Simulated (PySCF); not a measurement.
# Br3Ga: the cost of one run

The runs use PySCF 2.14.0; levels as typed in each script, gas phase, geometry from GFN2-xTB.

### Step 1. Starting geometry

SMILES `Br[Ga](Br)Br`, 4 atoms, charge 0, spin multiplicity 1.

Bond lengths: Br1–Ga2 2.295 Å, Ga2–Br3 2.294 Å, Ga2–Br4 2.292 Å. Angles: Br1–Ga2–Br3 119.9°, Br1–Ga2–Br4 120.0°, Br3–Ga2–Br4 120.1°.

As a file:

```xyz
4
charge 0, multiplicity 1
Br    1.58944   -1.65430    0.00000
Ga   -0.00133    0.00000    0.00000
Br    0.63854    2.20331    0.00000
Br   -2.22680   -0.54901    0.00000
```

### Step 2. Density, bond paths and surface potential (wB97X/def2-tzvp)

Contents of input.py:

```python
import numpy as np
from pyscf import gto, scf, dft
from pyscf.scf import atom_ks, atom_hf
from scipy.linalg import block_diag

def solve(mol, dm0=None, hcore=None):
    mf = (dft.UKS if mol.spin else dft.RKS)(mol, xc='wb97x')
    mf.grids.level = 3
    mf = mf.density_fit(auxbasis='def2-universal-jkfit')
    mf.conv_tol, mf.max_cycle = 1e-8, 80
    if hcore is not None:
        mf.get_hcore = lambda *args: hcore
    mf.kernel(dm0)
    if not mf.converged:
        mf = mf.newton().run(mf.mo_coeff, mf.mo_occ, max_cycle=30)
    assert mf.converged, 'SCF not converged'
    return mf

mol = gto.M(atom='''
Br     1.58944    -1.65430     0.00000
Ga    -0.00133     0.00000     0.00000
Br     0.63854     2.20331     0.00000
Br    -2.22680    -0.54901     0.00000
''', basis='def2-tzvp', charge=0, spin=0, verbose=4)
mf = solve(mol)
mf.analyze()
# spherically averaged free atoms, for the promolecule
atm = atom_ks.get_atm_nrks(mol, xc='wb97x')
pro = block_diag(*[(atm[a[0]][2] * atm[a[0]][3]) @ atm[a[0]][2].T for a in mol._atom])
np.savez('result.npz', e=mf.e_tot, c=mf.mo_coeff, occ=mf.mo_occ, eps=mf.mo_energy, pro=pro, dip=mf.dip_moment(verbose=0), s2=mf.spin_square()[0])
```

Command:

```
$ OMP_NUM_THREADS=1 python input.py
```

What time and memory should one allow on 1 thread of Arm Neoverse V2, shared host?

About 42 s, with a peak of 0.82 GiB.
